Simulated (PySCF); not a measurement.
# C3H6AlFS: the cost of one run

Programs: PySCF 2.14.0, with density-fitted response routines of our own. Each step states its level of theory. These are calculated values for one molecule in the gas phase, unless marked as measured. Atoms count from 0, in the outputs and in this text.

## 1. The starting structure

12 atoms, charge 0, multiplicity 1; geometry from: GFN2-xTB. The atoms were then displaced at random by about 0.01 Å, so the start is not that level's minimum.

Bonds of the start (Å): C0–Al1 1.97, Al1–S2 2.28, S2–C3 1.78, C3–C4 1.32, C4–F5 1.41, C0–H6 1.09, C0–H7 1.07, C0–H8 1.13, Al1–H9 1.54, C3–H10 1.04, C4–H11 1.09.

## 2. Relaxing the molecule at PBE0-D3(BJ)/def2-SVP

Job settings and geometry (Å):

```
{"job": {"xc": "PBE0", "basis": "def2-SVP", "d3": "d3bj", "grid": 1, "shake": 0.01, "kind": "geom"}, "charge": 0, "multiplicity": 1}
C     -2.273200    -0.531000     0.238810
Al    -0.676160     0.214900    -0.633180
S      0.964560    -1.251600    -1.234390
C      2.206070    -0.268040    -0.425580
C      1.888920     0.631060     0.492180
F      0.536200     0.833980     0.825370
H     -2.196560    -0.648910     1.318350
H     -2.563730    -1.475240    -0.181850
H     -3.150800     0.162960     0.095460
H     -0.436150     1.485860    -1.468640
H      3.191510    -0.462400    -0.681100
H      2.549050     1.280160     1.072260
```

The run is started by

```
$ OMP_NUM_THREADS=1 python probes_run.py task.json out
```

The driver reads the jobs from task.json and runs them one after another.

**Question.** How long does this first job take on 1 thread of Arm Neoverse V1, shared host, and how much memory does it need?

About 2.1 min, with a peak of 0.53 GiB.
